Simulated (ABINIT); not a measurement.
# InSb3 (Pm-3m) in ABINIT: equation of state

Aim: energy against volume of InSb3 in PBEsol, for its equilibrium volume and stiffness.

Program: ABINIT 10.8.3 (patched build). These are calculated values, not measurements. Logs are shortened: lines on timing, memory, paths and dates and some standing lists are left out, and cuts for length are marked. The log counts tension as positive stress, the text compression.

**1. Starting point**

It takes space group Pm-3m (No. 221, cubic). The conventional cell has a = 4.806 Å, b = 4.806 Å, c = 4.806 Å, α = 90.00°, β = 90.00°, γ = 90.00°. Sb (site symmetry 4/mmm) is surrounded by 8 Sb at 3.40 Å and 4 In at 3.40 Å. Around In (site symmetry m-3m) lie 12 Sb at 3.40 Å.

The cell comes from a database or a generator and needn't be the stable form of this composition.

**2. Equation of state, PBEsol**

run.abi reads:

```
# Datasets: one volume each
ndtset 7
getwfk -1
scalecart1 3*0.9795861087
scalecart2 3*0.9864848297
scalecart3 3*0.9932883884
scalecart4 3*1.0000000000
scalecart5 3*1.0066227096
scalecart6 3*1.0131594038
scalecart7 3*1.0196128224

# Pseudopotentials
pp_dirpath "./"
pseudos "Sb.upf, In.upf"

# Structure
acell 4.806367 4.806367 4.806367 Angstrom
rprim
     1.0000000000     0.0000000000     0.0000000000
     0.0000000000     1.0000000000     0.0000000000
     0.0000000000     0.0000000000     1.0000000000
ntypat 2
znucl 51 49
natom 4
typat 1 1 1 2
xred
     0.5000000000     0.5000000000     0.0000000000
     0.0000000000     0.5000000000     0.5000000000
     0.5000000000     0.0000000000     0.5000000000
     0.0000000000     0.0000000000     0.0000000000

# Plane-wave basis
ecut 40.0

# k points
kptopt 1
ngkpt 6 6 6
nshiftk 1
shiftk 0.0 0.0 0.0

# Exchange and correlation
ixc -116133

# Bands and occupations
nband 35
occopt 3
tsmear 0.00183747

# SCF cycle
nstep 100
tolvrs 1.0e-10

# Output
iomode 3
prtwf 1
prtden 0
prteig 0
prtebands 0
enunit 1
```

Potentials or basis: PseudoDojo NC SR PBEsol v0.4.1 standard.

The run is started by

```
abinit run.abi > log 2>&1
```

run.abo:

```text
.Version 10.8.3 of ABINIT
 DATASET    1 : space group Pm -3 m (#221); Bravais cP (primitive cubic)
================================================================================
 Values of the parameters that define the memory need for DATASET  1.
     intxc =       0    ionmov =       0      iscf =       7    lmnmax =       6
     lnmax =       6     mgfft =      54  mpssoang =       3    mqgrid =    3001
     natom =       4  nloc_mem =       1    nspden =       1   nspinor =       1
    nsppol =       1      nsym =      48    n1xccc =    2501    ntypat =       2
    occopt =       3   xclevel =       2
       mpw =        8545          nfft =      157464          nkpt =          20
================================================================================
================================================================================
[... 61 lines left out ...]
 DATASET    7 : space group Pm -3 m (#221); Bravais cP (primitive cubic)
================================================================================
 Values of the parameters that define the memory need for DATASET  7.
     intxc =       0    ionmov =       0      iscf =       7    lmnmax =       6
     lnmax =       6     mgfft =      54  mpssoang =       3    mqgrid =    3001
     natom =       4  nloc_mem =       1    nspden =       1   nspinor =       1
    nsppol =       1      nsym =      48    n1xccc =    2501    ntypat =       2
    occopt =       3   xclevel =       2
       mpw =        9632          nfft =      157464          nkpt =          20
================================================================================
================================================================================

--------------------------------------------------------------------------------
------------- Echo of variables that govern the present computation ------------
--------------------------------------------------------------------------------
 -outvars: echo values of preprocessed input variables --------
            acell      9.0827172906E+00  9.0827172906E+00  9.0827172906E+00 Bohr
              amu      1.21753000E+02  1.14820000E+02
             ecut      4.00000000E+01 Hartree
           enunit           1
           getwfk          -1
              ixc     -116133
           jdtset        1    2    3    4    5    6    7
         kptrlatt        6    0    0      0    6    0      0    0    6
          kptrlen1     5.33838221E+01
          kptrlen2     5.37597769E+01
          kptrlen3     5.41305457E+01
          kptrlen4     5.44963037E+01
          kptrlen5     5.48572169E+01
          kptrlen6     5.52134426E+01
          kptrlen7     5.55651301E+01
            natom           4
            nband          35
           ndtset           7
            ngfft          54      54      54
             nkpt          20
            nstep         100
             nsym          48
           ntypat           2
[... 88 lines left out ...]
                       0.0000000000E+00  0.0000000000E+00  0.0000000000E+00
            znucl       51.00000   49.00000

================================================================================

 chkinp: Checking input parameters for consistency, jdtset=   1.

 chkinp: Checking input parameters for consistency, jdtset=   2.
[... 29 lines left out ...]
 getcut: wavevector=  0.0000  0.0000  0.0000  ngfft=  54  54  54
         ecut(hartree)=     40.000   => boxcut(ratio)=   2.13177

--- Pseudopotential description ------------------------------------------------
- pspini: atom type   1  psp file is ./Sb.upf
12 -116133 2 -1 1434                          pspcod,pspxc,lmax,lloc,mmax
     nproj     2     2     2

- pspini: atom type   2  psp file is ./In.upf
12 -116133 2 -1 1940                          pspcod,pspxc,lmax,lloc,mmax
     nproj     2     2     2

   6.04644636E+03                                ecore*ucvol(ha*bohr**3)
--------------------------------------------------------------------------------

================================================================================

--- !BeginCycle
iteration_state: {dtset: 1, }
solver: {iscf: 7, nstep: 100, nline: 4, wfoptalg: 0, }
tolerances: {tolvrs: 1.00E-10, }
...
[... 1119 lines left out ...]
-Cartesian components of stress tensor (GPa)         [Pressure= -5.0248E+00 GPa]
- sigma(1 1)=  5.02476433E+00  sigma(3 2)=  0.00000000E+00
- sigma(2 2)=  5.02476433E+00  sigma(3 1)=  0.00000000E+00
- sigma(3 3)=  5.02476433E+00  sigma(2 1)=  0.00000000E+00

== END DATASET(S) ==============================================================
================================================================================

 -outvars: echo values of variables after computation  --------
            acell      9.0827172906E+00  9.0827172906E+00  9.0827172906E+00 Bohr
           etotal1    -3.3862444732E+02
           etotal2    -3.3862450674E+02
           etotal3    -3.3862395493E+02
           etotal4    -3.3862286209E+02
           etotal5    -3.3862128870E+02
           etotal6    -3.3861929731E+02
           etotal7    -3.3861694165E+02
            fcart1    -0.0000000000E+00 -0.0000000000E+00 -0.0000000000E+00
                      -0.0000000000E+00 -0.0000000000E+00 -0.0000000000E+00
                      -0.0000000000E+00 -0.0000000000E+00 -0.0000000000E+00
                      -0.0000000000E+00 -0.0000000000E+00 -0.0000000000E+00
            fcart2    -0.0000000000E+00 -0.0000000000E+00 -0.0000000000E+00
                      -0.0000000000E+00 -0.0000000000E+00 -0.0000000000E+00
                      -0.0000000000E+00 -0.0000000000E+00 -0.0000000000E+00
                      -0.0000000000E+00 -0.0000000000E+00 -0.0000000000E+00
            fcart3    -0.0000000000E+00 -0.0000000000E+00 -0.0000000000E+00
                      -0.0000000000E+00 -0.0000000000E+00 -0.0000000000E+00
[... 66 lines left out ...]
                       0.0000000000E+00  2.4031835000E+00  2.4031835000E+00
                       2.4031835000E+00  0.0000000000E+00  2.4031835000E+00
                       0.0000000000E+00  0.0000000000E+00  0.0000000000E+00
           xangst5     2.4190990864E+00  2.4190990864E+00  0.0000000000E+00
                       0.0000000000E+00  2.4190990864E+00  2.4190990864E+00
                       2.4190990864E+00  0.0000000000E+00  2.4190990864E+00
                       0.0000000000E+00  0.0000000000E+00  0.0000000000E+00
           xangst6     2.4348079621E+00  2.4348079621E+00  0.0000000000E+00
                       0.0000000000E+00  2.4348079621E+00  2.4348079621E+00
                       2.4348079621E+00  0.0000000000E+00  2.4348079621E+00
                       0.0000000000E+00  0.0000000000E+00  0.0000000000E+00
           xangst7     2.4503167112E+00  2.4503167112E+00  0.0000000000E+00
                       0.0000000000E+00  2.4503167112E+00  2.4503167112E+00
                       2.4503167112E+00  0.0000000000E+00  2.4503167112E+00
                       0.0000000000E+00  0.0000000000E+00  0.0000000000E+00
             xred      5.0000000000E-01  5.0000000000E-01  0.0000000000E+00
                       0.0000000000E+00  5.0000000000E-01  5.0000000000E-01
                       5.0000000000E-01  0.0000000000E+00  5.0000000000E-01
                       0.0000000000E+00  0.0000000000E+00  0.0000000000E+00
 Calculation completed.
```

Wall time 23 min (1 thread of Arm Neoverse V2, shared host); peak memory 0.23 GiB.

Results:

```yaml
Equilibrium_volume: 26.42 Å³/atom
Bulk_modulus: 60 GPa
Pressure_derivative_of_the_bulk_modulus: 5.1
```

Energy against volume, from the lowest point:
| volume (Å³/atom) | energy (meV/atom) |
| --- | --- |
| 26.093 | 0.40 |
| 26.648 | 0.00 |
| 27.203 | 3.75 |
| 27.758 | 11.19 |
| 28.313 | 21.89 |
| 28.868 | 35.44 |
| 29.424 | 51.46 |

Caveat: pressures at fixed basis lie under the slope of the energies. The run has no spin-orbit coupling, so splittings on Sb are missing.
